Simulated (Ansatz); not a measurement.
# ZrGeIr: the cost of one run

Method: DFT PBEsol, scalar-relativistic, plane waves, PAW, in Ansatz 0.2.0.

2 further runs of the same task are left out: 2 set aside as unsound or not needed.

## Step 1: The starting structure

The cell holds 21 atoms (Ge7Ir7Zr7): a = 7.660 Å, b = 7.230 Å, c = 7.270 Å, α = 91.54°, β = 91.14°, γ = 85.62°.

It is the last frame of an earlier stage of the same melt, run at 3130 K.

The coordinates stand in the first input below.

## Step 2: Stage at 2250 K

One k point, a Fermi-Dirac width of 0.194 eV and a fixed cell.

Contents of input.yaml:

```yaml
crystal:
  lattice:
    - [7.654547, 0.283995, -0.072176]
    - [0.283995, 7.224208, -0.096208]
    - [-0.072176, -0.096208, 7.268638]
  atoms:
    - { symbol: Zr, position: [0.4463463678, 0.5200527549, 0.561962353] }
    - { symbol: Zr, position: [0.9369452044, 0.0630527376, 0.0874990734] }
    - { symbol: Zr, position: [0.8653273735, 0.3195512882, 0.7686778924] }
    - { symbol: Zr, position: [0.900873295, 0.6795773632, 0.5524498896] }
    - { symbol: Zr, position: [0.2849206505, 0.3353904584, 0.9030636008] }
    - { symbol: Zr, position: [0.2615740834, 0.9899542454, 0.6827467905] }
    - { symbol: Zr, position: [0.1368006667, 0.3301858073, 0.4001397907] }
    - { symbol: Ge, position: [0.5633191473, 0.5955990093, 0.8729062032] }
    - { symbol: Ge, position: [0.6472414854, 0.2891463553, 0.0282077663] }
    - { symbol: Ge, position: [0.0433092494, 0.5123569401, 0.1187704987] }
    - { symbol: Ge, position: [0.7516206897, 0.379856649, 0.3954315313] }
    - { symbol: Ge, position: [0.3590131687, 0.04099852, 0.2304752002] }
    - { symbol: Ge, position: [0.1546993212, 0.7573924703, 0.3752284375] }
    - { symbol: Ge, position: [0.665516731, 0.7165197749, 0.2270304489] }
    - { symbol: Ir, position: [0.2430321108, 0.7043651295, 0.9105032674] }
    - { symbol: Ir, position: [0.8367362966, 0.0541743704, 0.4129820672] }
    - { symbol: Ir, position: [0.8458302465, 0.7112222652, 0.9411707572] }
    - { symbol: Ir, position: [0.5362888448, 0.9694109072, 0.9655158128] }
    - { symbol: Ir, position: [0.3842625878, 0.537084798, 0.2011578506] }
    - { symbol: Ir, position: [0.5291066858, 0.1971446766, 0.5497980402] }
    - { symbol: Ir, position: [0.7631730837, 0.0101398371, 0.7389775269] }
  symmetry: { detect: false }
basis:
  ecutwfc: 420
  xc_grid: 1
kpoints:
  mp_grid: { grid: [1, 1, 1], shift: [0.25, 0.25, 0.25] }
hamiltonian:
  xc: pbesol
scf:
  occupations: { method: fermi_dirac, width: 0.1939 }
  lower_state_search: "off"
  convergence: { dr2_threshold: 1.0e-05 }
output:
  forces: true
  stress: true
md:
  timestep: 3.0
  n_steps: 54
  ensemble: nvt_langevin
  friction: 0.005
  temperature: 2250.0
  initial_velocities: maxwell_boltzmann
  seed: 18025
```

Started as:

```sh
ansatz run input.yaml --threads 2 --pin off --max-ram 5120MiB --backend cpu --events-out ev --progress --plain --runs-dir out
```

**Question.** How long does this run take on 2 threads of Arm Neoverse V1, shared host, and how much memory does it need?

About 4.1 min, with a peak of 0.75 GiB.
